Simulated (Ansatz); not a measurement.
# GeH₃− (triplet): wB97M-V, B2PLYP over a scan of the distance Ge1–H4, aug-cc-pVDZ

Aim: run GeH₃− (triplet) with these functionals over a scan of the distance Ge1–H4, and hold them against the top wave-function level at the same points.

Program: Ansatz 0.2.0, Gaussian basis. Level of theory: aug-cc-pVDZ, all electrons in the functionals, frozen cores in the correlation of double hybrids and RPA. These are calculated values, not measurements.

The runs, in order: wB97M-V, B2PLYP, at 1.327 Å; 1.507 Å; 1.687 Å; 1.843 Å; 2.060 Å; 2.273 Å; 2.739 Å; 3.089 Å; 3.680 Å; 4.562 Å; 5.865 Å.

24 further runs of the same task are left out: 8 for a known fault of the program, 1 for a mislabelled method, 13 that didn't finish, 2 set aside as unsound or not needed.

## Step 1: The system

The geometry derives from a PBE0/def2-TZVPD stationary point (not a proven minimum). One bond is set to the value named and the two fragments are kept rigid. No spin-orbit coupling is included. The filled d shell of Ge may be among the frozen orbitals whatever the setting's name suggests; the logs give the count.

4 atoms, charge -1, spin multiplicity 3.

Atoms are counted from 1 here; the program's logs count them from 0.

Bond lengths: Ge1–H2 1.687 Å, Ge1–H3 1.687 Å, Ge1–H4 1.687 Å. Angles: H2–Ge1–H3 120.0°, H2–Ge1–H4 120.0°, H3–Ge1–H4 120.0°.

As a file:

```
Ge    0.0000    0.0000    0.0000
H     1.6859    0.0465   -0.0065
H    -0.8832    1.4368    0.0119
H    -0.8027   -1.4833   -0.0054
```

No dispersion term is added; wB97M-V holds VV10 nonlocal correlation.

The geometry shown and the zero of energy belong to the point 1.687 Å. The yardstick, UCCSDT(Q), and other wave-function levels (R restricted, U unrestricted, valence and pair active spaces) come from earlier runs.

## Step 2: wB97M-V, 1.327 Å

The input, in.yaml:

```yaml
crystal:
  periodic: [false, false, false]
  atoms:
    - {symbol: Ge, position_ang: [-0.002280, -0.004212, -0.000015]}
    - {symbol: H, position_ang: [1.683626, 0.042275, -0.006515]}
    - {symbol: H, position_ang: [-0.885458, 1.432567, 0.011885]}
    - {symbol: H, position_ang: [-0.633873, -1.171261, -0.004264]}
basis:
  gaussian: {orbitals: aug-cc-pVDZ}
total_charge: -1
magnetization: {spin_polarized: true, initial_magnetization: 2}
hamiltonian: {xc: {name: wB97M-V}}
output: {orbitals: {seedname: orbitals}}
```

Started as:

```sh
ansatz run in.yaml --threads 1 --pin off --events-out ev --progress --plain --max-ram 2393MiB
```

Further steps of the session: wB97M-V, 1.507 Å; wB97M-V, 1.687 Å; wB97M-V, 1.843 Å; wB97M-V, 2.060 Å; wB97M-V, 2.273 Å; wB97M-V, 2.739 Å; wB97M-V, 3.089 Å; wB97M-V, 3.680 Å; wB97M-V, 4.562 Å; wB97M-V, 5.865 Å; B2PLYP, 1.327 Å; B2PLYP, 1.507 Å; B2PLYP, 1.687 Å; B2PLYP, 1.843 Å; B2PLYP, 2.060 Å; B2PLYP, 2.273 Å; B2PLYP, 2.739 Å; B2PLYP, 3.089 Å; B2PLYP, 3.680 Å; B2PLYP, 4.562 Å; B2PLYP, 5.865 Å.

Q: Predict the results of all the runs planned. Wanted: span of the UCCSDT(Q) curve; largest miss, wB97M-V; largest miss, B2PLYP.

As calculated:

| quantity | value |
| --- | --- |
| span of the UCCSDT(Q) curve | 1.104 eV |
| largest miss, wB97M-V | +0.033 eV (3.680 Å) |
| largest miss, B2PLYP | +0.044 eV (5.865 Å) |

Of the functionals, wB97M-V keep the smallest largest miss at the points compared (at most 0.033 eV) and B2PLYP strays most (0.044 eV, at 5.865 Å). Functionals and the yardstick converge differently with the basis, so part of each miss in aug-cc-pVDZ is the basis.
